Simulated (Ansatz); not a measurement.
# Co: an axial (c/a) deformation path

One table from this session's results is given with a row withheld; the runs are named, their logs left out.

Program: Ansatz 0.2.0. Level of theory: DFT PBEsol, scalar-relativistic, plane waves, PAW. These are calculated values, not measurements.

2 further runs of the same task are left out: 2 set aside as unsound or not needed.

**The system as given**

The structure is hexagonal, space group P6_3/mmc (No. 194). The conventional cell has a = 2.456 Å, b = 2.456 Å, c = 3.969 Å, α = 90.00°, β = 90.00°, γ = 120.00°. Co (site symmetry -6m2) is surrounded by 12 Co at 2.44 to 2.46 Å.

Structure file:

```
CELL_PARAMETERS angstrom
2.45642 0.00000 0.00000
-1.22821 2.12732 0.00000
0.00000 0.00000 3.96947
ATOMIC_POSITIONS crystal
Co 0.66667 0.33333 0.25001
Co 0.33333 0.66667 0.74999
```

It goes back to an entry of the Materials Project.

This cell was relaxed beforehand with the same method: volume 10.37 Å³/atom, gap on the mesh none (metal), site moments up to 1.6 μB.

The first run:

Input file input.yaml:

```yaml
crystal:
  lattice:
    - [2.456418903, 0.0, 0.0]
    - [-1.2282094515, 2.1273211723, 0.0]
    - [0.0, 0.0, 3.969471087]
  atoms:
    - { symbol: Co, position: [0.6666666667, 0.3333333333, 0.2500068745], spin: 1.8 }
    - { symbol: Co, position: [0.3333333333, 0.6666666667, 0.7499931255], spin: 1.8 }
basis:
  ecutwfc: 420
kpoints:
  mp_grid: { grid: [30, 30, 16] }
hamiltonian:
  xc: pbesol
scf:
  occupations: { method: gaussian, width: 0.15 }
output:
  forces: true
  stress: true
  eigenvalues: true
  populations: true
  write_density: true
  write_potential: true
  elf: true
  volumetric_format: npy
magnetization:
  spin_polarized: true
```

Command:

```sh
$ ansatz run input.yaml --threads 1 --pin off --max-ram 2560MiB --backend cpu --events-out ev --progress --plain --runs-dir out
```

Among the steps run: The reference: the undisturbed cell on the scan's mesh; Point ρ = 0.850; At ρ = 1.200; ρ = 0.920; Point ρ = 1.100.

One table of the session follows, with a row left open; its other results are not shown here.

Collected from the runs (energy zero: the undisturbed cell):

| ρ | ΔE (meV/atom) | pressure (GPa) | moment (μB/cell) |
| --- | --- | --- | --- |
| 0.850 | 173.6 | 5.5 | 2.98 |
| 0.920 | ? | ? | ? |
| 1.000 | 0.0 | 0.0 | 3.14 |
| 1.100 | 66.4 | 3.0 | 3.20 |
| 1.200 | 240.3 | 10.5 | 3.23 |

Estimate the missing values for ρ = 0.920.

Worked estimate for «ΔE (meV/atom)». A straight line through the neighbours (0.850, 173.6) and (1.000, 0.0) gives 173.6 + (0.0 − 173.6) × (0.920 − 0.850) / (1.000 − 0.850) = 92.6; a parabola fitted to 3 rows on both sides gives 51.8.

The run gave: ΔE (meV/atom): 49.4; pressure (GPa): 1.7; moment (μB/cell): 3.10. In «ΔE (meV/atom)» the line misses by +43.2 and the parabola by +2.4.

To keep in mind: Warnings in the runs' records: structure snapped to symmetry.
